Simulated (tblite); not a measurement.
# C3H8SSi: the cost of one run

The runs use tblite 0.8.0 and PySCF 2.14.0, with density-fitted response routines of our own; the level of theory stands in each step. All values are computed, except where a source is named. Atoms are numbered from 0 throughout.

### Step 1. The starting structure

13 atoms, charge 0, multiplicity 1; geometry from: force field or distance geometry start.

Bonds of the start (Å): C0–S1 1.81, S1–C2 1.80, C2–C3 1.51, C3–Si4 1.84, Si4–C2 1.87, C0–H5 1.11, C0–H6 1.09, C0–H7 1.11, C2–H8 1.10, C3–H9 1.09, C3–H10 1.13, Si4–H11 1.45, Si4–H12 1.45.

### Step 2. Geometry optimisation with GFN2-xTB

What the job is given:

```
{"job": {"kind": "relax", "xc": "GFN2-xTB", "basis": "xTB"}, "charge": 0, "multiplicity": 1}
C      2.457500     0.093100     0.335900
S      0.854500    -0.450700     0.981000
C     -0.333500    -0.299300    -0.358800
C     -1.713400    -0.895300    -0.228600
Si    -1.693900     0.927700     0.035700
H      2.922800    -0.793500    -0.133100
H      3.060300     0.431700     1.181700
H      2.330800     0.867300    -0.443400
H      0.122300    -0.322200    -1.360400
H     -2.261300    -1.253800    -1.105400
H     -1.814500    -1.536900     0.691900
H     -1.865400     1.376500     1.403000
H     -2.070700     1.855900    -1.017300
```

Run with:

```
$ OMP_NUM_THREADS=1 python probes_run.py task.json out
```

The driver reads the jobs from task.json and runs them one after another.

Q: Estimate the wall time and peak memory of this first job on 1 thread of Intel Xeon at 2.50GHz, shared host.

About 1.6 s, with a peak of 0.18 GiB.
